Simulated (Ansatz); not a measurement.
**BH4InOZn: vertical ionisation energy**

How much energy removes an electron from BH4InOZn at fixed geometry? The cation is run at each level and the neutral's energy taken from earlier runs.

Program: Ansatz 0.2.0, Gaussian basis. Level of theory: unrestricted cation, the program's frozen cores in correlated methods. These are calculated values, not measurements.

Levels to be run: UKS PBE-D4/def2-TZVPP; UKS r2SCAN-D4/def2-TZVPP; UKS PBE0-D4/def2-TZVPP; UKS B3LYP-D4/def2-TZVPP; UKS wB97X-V/def2-TZVPP; UKS wB97M-V/def2-TZVPP; UKS B2PLYP (frozen core with 3s3p of Cu, Zn)/def2-TZVPP; UHF-CCSD(T) with 3s3p of Cu, Zn/def2-TZVPP; UHF-MP2 with 3s3p of Cu, Zn/def2-QZVPP; extrapolation to the limit; then −ε(HOMO) from the neutral's earlier runs with LDA (SPW92), PBE-D4, revPBE-D4, BLYP-D4, r2SCAN-D4, B97M-V, PBE0-D4, B3LYP-D4, r2SCANh-D4, r2SCAN0-D4, HSE06-D4, BHLYP-D4, CAM-B3LYP-D4, LC-ωPBE, ωB97X-V, ωB97M-V.

### 1 The geometry

An earlier PBE0-D4 in a triple-zeta def2 set relaxation fixed the geometry. In takes the def2 core potential; no spin-orbit term is included.

8 atoms, charge 0, spin multiplicity 1.

Atoms are counted from 1 here; the program's logs count them from 0.

Bond lengths: B1–In2 2.241 Å, B1–H5 1.196 Å, B1–H6 1.196 Å, In2–O3 1.986 Å, In2–H7 1.728 Å, O3–Zn4 1.759 Å, Zn4–H8 1.516 Å. Angles: In2–B1–H5 121.5°, In2–B1–H6 121.5°, H5–B1–H6 117.1°, B1–In2–O3 111.9°, B1–In2–H7 136.2°, O3–In2–H7 111.9°, In2–O3–Zn4 138.0°, O3–Zn4–H8 177.7°.

As a file:

```
B    -0.7349    2.2597   -0.2278
In    0.6353    0.4869   -0.2104
O    -0.3255   -1.1857    0.2636
Zn    0.0467   -2.8918    0.4733
H    -1.3239    2.5838   -1.2168
H    -0.9196    2.9152    0.7551
H     2.3141    0.2045   -0.5048
H     0.3079   -4.3727    0.6679
```

### 2 Cation, UKS PBE-D4/def2-TZVPP

Input file in.yaml:

```yaml
crystal:
  periodic: [false, false, false]
  atoms:
    - {symbol: B, position_ang: [-0.734920, 2.259669, -0.227812]}
    - {symbol: In, position_ang: [0.635273, 0.486881, -0.210433]}
    - {symbol: O, position_ang: [-0.325457, -1.185656, 0.263557]}
    - {symbol: Zn, position_ang: [0.046674, -2.891778, 0.473286]}
    - {symbol: H, position_ang: [-1.323927, 2.583832, -1.216808]}
    - {symbol: H, position_ang: [-0.919608, 2.915236, 0.755140]}
    - {symbol: H, position_ang: [2.314114, 0.204463, -0.504796]}
    - {symbol: H, position_ang: [0.307852, -4.372657, 0.667866]}
basis:
  gaussian: {orbitals: def2-TZVPP}
total_charge: 1
magnetization: {spin_polarized: true, initial_magnetization: 1}
hamiltonian: {xc: pbe, dispersion: d4}
```

Run with:

```sh
$ ansatz run in.yaml --threads 2 --pin off --events-out ev --progress --plain --max-ram 32768MiB --backend cpu
```

Further steps of the session: Cation, UKS r2SCAN-D4/def2-TZVPP; Cation, UKS PBE0-D4/def2-TZVPP; Cation, UKS B3LYP-D4/def2-TZVPP; Cation, UKS wB97X-V/def2-TZVPP; Cation, UKS wB97M-V/def2-TZVPP; Cation, UKS B2PLYP (frozen core with 3s3p of Cu, Zn)/def2-TZVPP; Cation, UHF-CCSD(T) with 3s3p of Cu, Zn/def2-TZVPP; Cation, UHF-MP2 with 3s3p of Cu, Zn/def2-QZVPP.

Q: Predict the results of all the runs planned. Wanted: ionisation energy, CCSD(T)/CBS; nearest functional by difference; nearest −ε(HOMO); −ε(HOMO) of PBE; T1 of the cation.

The runs gave:

| quantity | value |
| --- | --- |
| ionisation energy, CCSD(T)/CBS | 9.47 eV |
| nearest functional by difference | B2PLYP (-0.18 eV) |
| nearest −ε(HOMO) | ωB97X-V (-0.07 eV) |
| −ε(HOMO) of PBE | 5.93 eV |
| T1 of the cation | 0.049 |

In words: Energy differences with functionals land within 0.80 eV of the reference. −ε(HOMO) of PBE misses by 3.5 eV, since self-interaction lifts the level. Among orbital estimates ωB97X-V comes nearest. Hartree-Fock falls 1.84 eV short, as the neutral has more correlation energy than the cation. The cation's T1 (from the report) is 0.049, above the customary mark of 0.045 for open shells, so the coupled-cluster value is less safe. For Zn the d shell is correlated and the shells below it are frozen. Correlated methods include outer-core shells of In, which these sets cover unevenly. With outer-core shells in play the reference is unsure by up to some tenths of an eV, so close misses can't be ranked.
